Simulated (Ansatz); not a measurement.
# Na: the cost of one run

Method: DFT PBEsol, scalar-relativistic, plane waves, PAW, in Ansatz 0.2.0.

**1. The structure to begin with**

It takes space group Fd-3m (No. 227, cubic). Conventional cell: a = 6.963 Å, b = 6.963 Å, c = 6.963 Å, α = 90.00°, β = 90.00°, γ = 90.00°. Na (site symmetry -43m) is surrounded by 4 Na at 3.02 Å.

Structure file:

```xyz
2
Lattice="0.0000 3.4815 3.4815 3.4815 0.0000 3.4815 3.4815 3.4815 0.0000" Properties=species:S:1:pos:R:3 pbc="T T T"
Na    3.4815    3.4815    3.4815
Na    5.2223    5.2223    5.2223
```

This is candidate A: diamond type (Fd-3m, No. 227).

(A quick probe on a coarse mesh, which set the mesh and smearing, is not shown.)

**3. Full relaxation (candidate A)**

input.yaml reads:

```yaml
crystal:
  lattice:
    - [0.0, 3.481540232, 3.481540232]
    - [3.481540232, 0.0, 3.481540232]
    - [3.481540232, 3.481540232, 0.0]
  atoms:
    - { symbol: Na, position: [0.5, 0.5, 0.5] }
    - { symbol: Na, position: [0.75, 0.75, 0.75] }
basis:
  ecutwfc: 420
kpoints:
  mp_grid: { grid: [14, 14, 14] }
hamiltonian:
  xc: pbesol
scf:
  occupations: { method: gaussian, width: 0.1 }
output:
  forces: true
  stress: true
  eigenvalues: true
relax:
  adjacent_minimum: "off"
  f_tol: 0.01
  max_steps: 80
  cell: { stress_tol: 0.05 }
```

Q: Estimate wall time and peak memory on 1 thread of an x86-64 CPU, shared host.

About 22 s, with a peak of 0.49 GiB.
